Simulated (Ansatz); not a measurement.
# Ba: stress in a strained cell

Aim: deform Ba (equal xx and yy strain of +1 %) and compute stress, forces and field gradients with LAPW, PAW and all-electron datasets made for the crystal.

Computed with Ansatz 0.2.0 (DFT PBEsol, scalar-relativistic, unless a step's input says otherwise).

## Step 1: Starting point

The structure is cubic, space group Im-3m (No. 229). The conventional cell has a = 5.000 Å, b = 5.000 Å, c = 5.000 Å, α = 90.00°, β = 90.00°, γ = 90.00°. Ba (site symmetry m-3m) has 8 Ba at 4.33 Å as nearest neighbours.

Coordinates:

```
CELL_PARAMETERS angstrom
-2.50000 2.50000 2.50000
2.50000 -2.50000 2.50000
2.50000 2.50000 -2.50000
ATOMIC_POSITIONS crystal
Ba 0.00000 0.00000 0.00000
```

## Step 2: After the deformation

Space group Im-3m before, I4/mmm after.

## Step 3: All-electron LAPW

input.yaml

```yaml
crystal:
  lattice:
    - [-2.525, 2.525, 2.5]
    - [2.525, -2.525, 2.5]
    - [2.525, 2.525, -2.5]
  atoms:
    - { symbol: Ba, position: [0.0, 0.0, 0.0] }
kpoints:
  mp_grid: { grid: [10, 10, 10] }
  band_path:
    path:
      - [0.0, 0.0, 0.0]
      - [0.0, 0.0, 0.5]
      - [-0.5, 0.5, 0.5]
      - [0.0, 0.0, 0.0]
      - [0.4950740124, 0.4950740124, -0.4950740124]
      - [-0.4950740124, 0.5049259876, 0.4950740124]
      - [-0.5, 0.5, 0.5]
      - [0.0, 0.0, 0.5]
      - [0.25, 0.25, 0.25]
    npoints: 5
scf:
  occupations: { method: fermi_dirac, width: 0.05 }
hamiltonian:
  xc: pbesol
  pseudopotentials: { kind: all_electron, lapw: { basis_error: 0.0005 } }
output:
  forces: true
  stress: true
  eigenvalues: true
```

Started as:

```console
$ ansatz run input.yaml --threads 1 --pin off --max-ram 3072MiB --backend cpu --events-out ev --progress --plain --runs-dir out
```

## Step 4: PAW with frozen cores

input.yaml

```yaml
crystal:
  lattice:
    - [-2.525, 2.525, 2.5]
    - [2.525, -2.525, 2.5]
    - [2.525, 2.525, -2.5]
  atoms:
    - { symbol: Ba, position: [0.0, 0.0, 0.0] }
kpoints:
  mp_grid: { grid: [10, 10, 10] }
scf:
  occupations: { method: fermi_dirac, width: 0.05 }
hamiltonian:
  xc: pbesol
  pseudopotentials: { kind: paw }
output:
  forces: true
  stress: true
  eigenvalues: true
  efg: { contact_densities: true }
```

## Step 5: Datasets made for this crystal

input.yaml: that of step 4 with these lines changed.

```diff
@@ -13,3 +13,3 @@
   xc: pbesol
-  pseudopotentials: { kind: paw }
+  pseudopotentials: { kind: all_electron, datasets: crystal }
 output:
```

(Steps that only read results are left out.)

What does the calculation give? Wanted: pressure; largest shear or deviatoric stress.

The runs gave:

| quantity | value |
| --- | --- |
| pressure | LAPW -0.75, PAW -0.75, crystal datasets -0.75 GPa |
| largest shear or deviatoric stress (LAPW) | 0.03 GPa |

What this shows: The largest part of the stress beyond the pressure is 0.03 GPa in size, in the zz component. No run of the undeformed cell stands beside it, so the pressure holds what the given cell had before the change. PAW: stress within 0.01 GPa of LAPW. Crystal datasets: stress within 0.01 GPa of LAPW. Spin-orbit coupling is left out, though the cell holds Ba; in elements this heavy it can shift bands and gaps by tenths of an eV.
